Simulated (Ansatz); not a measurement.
## C2H5OSi, SMILES C=C[SiH]O: a rigid torsion scan, step by step

Computed with Ansatz 0.2.0 through its Python package.

Notebook, run cell by cell (the value of a cell's last expression is shown):

```python
import ansatz as az
from ase import Atoms
```

```python
BASIS = '6-31G*'
XC = 'r2scan'
FMAX = 0.02
```

```python
atoms = Atoms(['C', 'C', 'Si', 'O', 'H', 'H', 'H', 'H', 'H'], positions=[
    (0.0889, 1.2749, -0.7081),
    (0.4596, 0.0466, -0.6823),
    (0.5666, -0.9985, 0.8011),
    (-0.6034, -0.7101, 1.8352),
    (-0.0026, 1.8513, -1.6802),
    (-0.2683, 1.8759, 0.1703),
    (0.7889, -0.444, -1.5957),
    (0.585, -2.4023, 0.3951),
    (-1.5262, -0.54, 1.4476),
])
```

```python
# start the scan from a relaxed geometry
first = (
    az.Crystal.molecule_from_ase(atoms).calculation()
    .basis(gaussian=BASIS)
    .functional(XC)
    .spin('collinear', total=1)
    .relax(force_tolerance=FMAX, max_steps=80)
)
atoms.positions = first.run(threads=1).report['positions_ang']
```

```python
start = atoms.get_dihedral(1, 2, 3, 8)
energies = {}
for turn in range(0, 360, 30):
    turned = atoms.copy()
    turned.set_dihedral(1, 2, 3, 8, start + turn, indices=[3, 8])
    model = (
        az.Crystal.molecule_from_ase(turned).calculation()
        .basis(gaussian=BASIS)  # atom-centred Gaussian functions
        .functional(XC)
        .spin('collinear', total=1)
    )
    energies[round((start + turn) % 360)] = model.run(threads=1).report['free_energy_ev']
floor = min(energies.values())
print('dihedral C1-Si2-O3-H8 (deg)   E - E(min) (eV)')
for angle, e in sorted(energies.items()):
    print(f'{angle:8d} {(e - floor):14.3f}  ' + '#' * int(30 * (e - floor) / max(max(energies.values()) - floor, 1e-9)))
```

    dihedral C1-Si2-O3-H8 (deg)   E - E(min) (eV)
           4          0.049  ##########################
          34          0.041  #####################
          64          0.046  ########################
          94          0.049  ##########################
         124          0.043  ######################
         154          0.023  ############
         184          0.002
         214          0.000
         244          0.013  ######
         274          0.026  #############
         304          0.041  ######################
         334          0.056  ##############################

What to keep in mind:
- The scan is rigid and the energies are electronic, in a modest basis. With rigid groups the curve can differ much from the relaxed path, the start wasn't checked as a minimum of this torsion, and equivalent turns needn't return to the same energy.
- The species is open-shell (spin multiplicity 2).
- Hardware and time: 3.3 min on 1 thread of Arm Neoverse V1, with other jobs on the host, peak memory 0.29 GiB.
